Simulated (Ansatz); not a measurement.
# C₂H₆ClFSn: a ladder of functionals and wavefunction methods

One table from this session's results is given with a row withheld; the runs are named, their logs left out.

Method: functionals in def2-TZVPP, the program's frozen cores in correlated methods; program: Ansatz 0.2.0, Gaussian basis.

The runs, in order: PBE-D4, r2SCAN-D4, PBE0-D4, B3LYP-D4, ωB97X-V, ωB97M-V, B2PLYP; CCSD(T)/def2-TZVPP; MP2/def2-QZVPP; extrapolation to the limit.

### Structure used throughout

The geometry comes from an earlier relaxation with PBE0-D4 in a triple-zeta def2 set; it is a stationary point, not always the lowest conformer. Sn takes the def2 core potential; no spin-orbit term is included.

11 atoms, charge 0, spin multiplicity 1.

Atoms are counted from 1 here; the program's logs count them from 0.

Bond lengths: C1–C2 1.503 Å, C1–H6 1.093 Å, C1–H7 1.090 Å, C1–H8 1.093 Å, C2–F3 1.376 Å, C2–Cl4 1.796 Å, C2–Sn5 2.192 Å, Sn5–H9 1.708 Å, Sn5–H10 1.704 Å, Sn5–H11 1.699 Å. Angles: C2–C1–H6 110.0°, C2–C1–H7 110.5°, C2–C1–H8 109.5°, H6–C1–H7 108.8°, H6–C1–H8 108.9°, H7–C1–H8 109.0°, C1–C2–F3 108.6°, C1–C2–Cl4 109.4°, C1–C2–Sn5 115.6°, F3–C2–Cl4 107.0°, F3–C2–Sn5 108.4°, Cl4–C2–Sn5 107.6°, C2–Sn5–H9 107.8°, C2–Sn5–H10 107.8°, C2–Sn5–H11 107.8°, H9–Sn5–H10 110.3°, H9–Sn5–H11 111.3°, H10–Sn5–H11 111.6°.

The first run:

Contents of in.yaml:

```yaml
crystal:
  periodic: [false, false, false]
  atoms:
    - {symbol: C, position_ang: [-1.039609, -0.675732, 0.885309]}
    - {symbol: C, position_ang: [-0.082826, -0.666018, -0.273479]}
    - {symbol: F, position_ang: [0.784640, -1.725276, -0.134792]}
    - {symbol: Cl, position_ang: [-0.992479, -0.927668, -1.800083]}
    - {symbol: Sn, position_ang: [1.096465, 1.165972, -0.510381]}
    - {symbol: H, position_ang: [-1.579995, -1.625306, 0.916454]}
    - {symbol: H, position_ang: [-1.760492, 0.136928, 0.792234]}
    - {symbol: H, position_ang: [-0.483890, -0.553697, 1.818184]}
    - {symbol: H, position_ang: [1.999812, 1.395523, 0.920891]}
    - {symbol: H, position_ang: [0.009840, 2.458639, -0.738046]}
    - {symbol: H, position_ang: [2.113933, 0.959534, -1.855694]}
basis:
  gaussian: {orbitals: def2-TZVPP}
hamiltonian: {xc: pbe, dispersion: d4}
output: {forces: true, orbitals: {seedname: orbitals}}
```

Started as:

```
$ ansatz run in.yaml --threads 2 --pin off --events-out ev --progress --plain --max-ram 22528MiB --backend cpu
```

Among the steps run: PBE-D4 (GGA); r2SCAN-D4 (meta-GGA); PBE0-D4 (hybrid); B3LYP-D4 (hybrid); ωB97X-V (range-separated); ωB97M-V (range-separated); B2PLYP (double hybrid); CCSD(T) in def2-TZVPP; MP2 in def2-QZVPP.

One table of the session follows, with a row left open; its other results are not shown here.

It belongs to the step «Atomisation energies». 

| method | atomisation energy (kJ/mol) |
| --- | --- |
| PBE-D4 | 3585.3 |
| r2SCAN-D4 | 3528.1 |
| PBE0-D4 | 3519.9 |
| B3LYP-D4 | 3499.4 |
| ωB97X-V | 3540.3 |
| ωB97M-V | 3526.7 |
| B2PLYP | 3458.2 |
| HF/def2-TZVPP | ? |
| MP2/def2-TZVPP | 3469.0 |
| CCSD/def2-TZVPP | 3379.9 |
| CCSD(T)/def2-TZVPP | 3439.9 |
| MP2/CBS | 3560.7 |
| CCSD(T)/CBS | 3531.7 |

**Question.** Estimate the row for HF/def2-TZVPP.

As computed: atomisation energy (kJ/mol): 2498.1. In the column «atomisation energy (kJ/mol)» it is the lowest.

Caveats from the session: Free atoms (2 C, 1 F, 1 Cl, 1 Sn, 6 H) were run apart at each level; the atomisation energy is their sum less the molecule, without zero-point or spin-orbit terms.
